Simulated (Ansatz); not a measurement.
# CH6AlNOZn: one species, many methods

The task here is to estimate one member of a computed series from the others.

Program: Ansatz 0.2.0, Gaussian basis. Level of theory: functionals in def2-TZVPP, the program's frozen cores in correlated methods. These are calculated values, not measurements.

Levels to be run: LDA (SPW92), PBE-D4, revPBE-D4, BLYP-D4, r2SCAN-D4, B97M-V, PBE0-D4, B3LYP-D4, r2SCANh-D4, r2SCAN0-D4, HSE06-D4, BHLYP-D4, CAM-B3LYP-D4, LC-ωPBE, ωB97X-V, ωB97M-V, B2PLYP, PBE-QIDH; CCSD(T)/def2-SVP; CCSD(T)/def2-TZVPP; MP2/def2-QZVPP; extrapolation to the limit; RPA on PBE.

## The geometry

The geometry comes from an earlier relaxation with PBE0-D4 in a triple-zeta def2 set; it is a stationary point, not always the lowest conformer.

SMILES `[CH3][Zn][O][AlH][NH2]`, 11 atoms, charge 0, spin multiplicity 1.

Atoms are counted from 1 here; the program's logs count them from 0.

Bond lengths: C1–Zn2 1.918 Å, C1–H6 1.092 Å, C1–H7 1.092 Å, C1–H8 1.092 Å, Zn2–O3 1.758 Å, O3–Al4 1.672 Å, Al4–N5 1.768 Å, Al4–H9 1.583 Å, N5–H10 1.007 Å, N5–H11 1.007 Å. Angles: Zn2–C1–H6 110.6°, Zn2–C1–H7 110.7°, Zn2–C1–H8 110.6°, H6–C1–H7 108.3°, H6–C1–H8 108.3°, H7–C1–H8 108.3°, C1–Zn2–O3 179.3°, Zn2–O3–Al4 166.3°, O3–Al4–N5 120.4°, O3–Al4–H9 122.1°, N5–Al4–H9 117.5°, Al4–N5–H10 125.6°, Al4–N5–H11 123.9°, H10–N5–H11 110.5°.

Set-up of the first run:

Input file in.yaml:

```yaml
crystal:
  periodic: [false, false, false]
  atoms:
    - {symbol: C, position_ang: [-2.026525, -1.918470, 1.702673]}
    - {symbol: Zn, position_ang: [-0.787598, -0.795926, 0.763089]}
    - {symbol: O, position_ang: [0.333682, 0.234461, -0.116027]}
    - {symbol: Al, position_ang: [1.621572, 1.172544, -0.624523]}
    - {symbol: N, position_ang: [1.595864, 1.941082, -2.216554]}
    - {symbol: H, position_ang: [-2.232887, -2.825884, 1.131657]}
    - {symbol: H, position_ang: [-2.970592, -1.395665, 1.868390]}
    - {symbol: H, position_ang: [-1.621054, -2.209377, 2.673713]}
    - {symbol: H, position_ang: [2.897496, 1.409599, 0.281126]}
    - {symbol: H, position_ang: [0.849262, 1.872087, -2.888163]}
    - {symbol: H, position_ang: [2.340779, 2.515549, -2.575382]}
basis:
  gaussian: {orbitals: def2-TZVPP}
hamiltonian: {xc: lda}
output: {orbitals: {seedname: orbitals}}
```

Command:

```
ansatz run in.yaml --threads 4 --pin off --events-out ev --progress --plain --max-ram 10444MiB
```

Steps of the session up to this table: LDA; PBE-D4 (GGA); revPBE-D4 (GGA); BLYP-D4 (GGA); r2SCAN-D4 (meta-GGA); B97M-V (meta-GGA); PBE0-D4 (hybrid); B3LYP-D4 (hybrid); r2SCANh-D4 (hybrid); r2SCAN0-D4 (hybrid); HSE06-D4 (hybrid); BHLYP-D4 (hybrid); CAM-B3LYP-D4 (range-separated); LC-ωPBE (range-separated); ωB97X-V (range-separated); ωB97M-V (range-separated); B2PLYP (double hybrid); PBE-QIDH (double hybrid).

One of the session's tables, all rows but one given; the rest of the session is left out.

It belongs to the step «Frontier levels by functional». 

| functional | HOMO (eV) | gap (eV) |
| --- | --- | --- |
| LDA (SPW92) | -5.87 | 4.60 |
| PBE-D4 | -5.67 | 4.57 |
| revPBE-D4 | -5.60 | 4.59 |
| BLYP-D4 | -5.54 | 4.46 |
| r2SCAN-D4 | -5.95 | 5.23 |
| B97M-V | -6.00 | 4.91 |
| PBE0-D4 | -7.04 | 6.74 |
| B3LYP-D4 | -6.79 | 6.19 |
| r2SCANh-D4 | -6.46 | 6.02 |
| r2SCAN0-D4 | -7.24 | 7.18 |
| HSE06-D4 | -6.63 | 5.97 |
| BHLYP-D4 | -8.32 | 8.64 |
| CAM-B3LYP-D4 | -8.49 | 8.98 |
| LC-ωPBE | -9.96 | 11.63 |
| ωB97X-V | ? | ? |
| ωB97M-V | -9.45 | 10.52 |

**Question.** Estimate the row for ωB97X-V.

As computed: HOMO (eV): -9.54; gap (eV): 11.01. In the column «HOMO (eV)» it lies between LC-ωPBE (-9.96) and ωB97M-V (-9.45).
